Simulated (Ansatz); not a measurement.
## Zr3Sn, space group I4/mmm: a comparison of norm-conserving and PAW potentials, step by step

Program: the Python package of Ansatz (0.2.0).

At the Python prompt:
```pycon
>>> from dataclasses import dataclass
>>> import ansatz as az
>>> import numpy as np
>>> import pandas as pd
>>> @dataclass(frozen=True)
... class Options:
...     beta: float = 0.2
...     max_iterations: int = 60
...     extra_bands: int = 4
...     occupations: str = "Fermi-Dirac"
...     smearing_width: float = 0.1
...
>>> cfg = Options()
>>> def count_gap(report):
...     # lowest empty less highest filled band, counting bands; zero where they overlap
...     return max(report.get("gap_by_band_count_ev") or 0.0, 0.0)
...
>>> cell = (
...     az.Lattice.of([-2.176651, 2.176651, 4.769645], [2.176651, -2.176651, 4.769645], [2.176651, 2.176651, -4.769645])
...     .atom("Zr", [0.5, 0.5, 0.0])
...     .atom("Zr", [0.25, 0.75, 0.5])
...     .atom("Zr", [0.75, 0.25, 0.5])
...     .atom("Sn", [0.0, 0.0, 0.0])
... )
>>> [site.symbol for site in cell.resolved().sites]
['Zr', 'Zr', 'Zr', 'Sn']
>>> base = cell.calculation()
>>> base = base.mixing("msr1", beta=cfg.beta).scf(max_iterations=cfg.max_iterations, extra_bands=cfg.extra_bands, algorithm="density_mixing")
>>> base = base.kpoints(9)
>>> base = base.functional(az.Functional.LDA).occupations(cfg.occupations, width=cfg.smearing_width)
>>> base = base.stress()
>>> base = base.forces()
>>> base = base.band_table()
>>> variants = {
...     "PAW": base.pseudopotentials("paw"),
...     "norm-conserving": base.pseudopotentials("nc"),
... }
>>> # totals differ by the cores that each treatment holds, so compare what does not depend on them
>>> rows = []
>>> for label, variant in variants.items():
...     report = variant.run(threads=1, backend="cpu").report
...     levels = np.array(report["eigenvalues_ev"][0]) - report["fermi_energy_ev"]
...     print(label, "levels at the first k-point near E_F:", np.round(levels[np.abs(levels) < 5], 3))
...     rows.append((label, report["n_electrons"], np.trace(report["stress_gpa"]) / 3, float(np.abs(report["forces_ev_ang"]).max()), count_gap(report)))
...
DeckWarning: basis.ecutwfc = 420 eV, auto-derived from the records' recommended cutoffs: set by Zr (normal level)
PAW levels at the first k-point near E_F: [-3.045 -2.961 -1.933 -1.933 -1.484 -0.749 -0.01   0.319  0.319  1.143
  1.711]
DeckWarning: basis.ecutwfc = 979.609905 eV, auto-derived from the records' recommended cutoffs: set by Sn (normal level)
norm-conserving levels at the first k-point near E_F: [-3.049 -2.964 -1.936 -1.936 -1.486 -0.753 -0.013  0.318  0.318  1.139
  1.707]
>>> print(pd.DataFrame(rows, columns=["treatment", "electrons in bands", "P GPa", "max force component eV/A", "gap by band count eV"]).round(4).to_string(index=False))
      treatment  electrons in bands   P GPa  max force component eV/A  gap by band count eV
            PAW                50.0 -6.5825                       0.0                   0.0
norm-conserving                50.0 -6.4811                       0.0                   0.0
```

PAW gives -6.583 GPa and norm-conserving -6.481 GPa, 0.10 GPa apart. They took 9.7 and 31.9 s of processor time.

Notes:
- These settings explore the input space; cutoff and mesh may be short of convergence.
- The computed bands are complete only to about 1.2 eV above the Fermi level.
- A gap by band count of zero or less means overlapping bands, a metal.
- At these settings the cell as given stands under about -6 GPa, so it isn't at this functional's equilibrium volume.
- The structure comes from a database of computed cells and needn't be a stable or known phase.
- Gaps and levels are Kohn-Sham values on a finite set of k-points, without spin-orbit coupling.
- Warnings are shown shortened and without file and line.
- Stress is positive in compression.
- Finished in 42 s on 1 thread of Arm Neoverse V2 (shared host), peak memory 0.78 GiB.
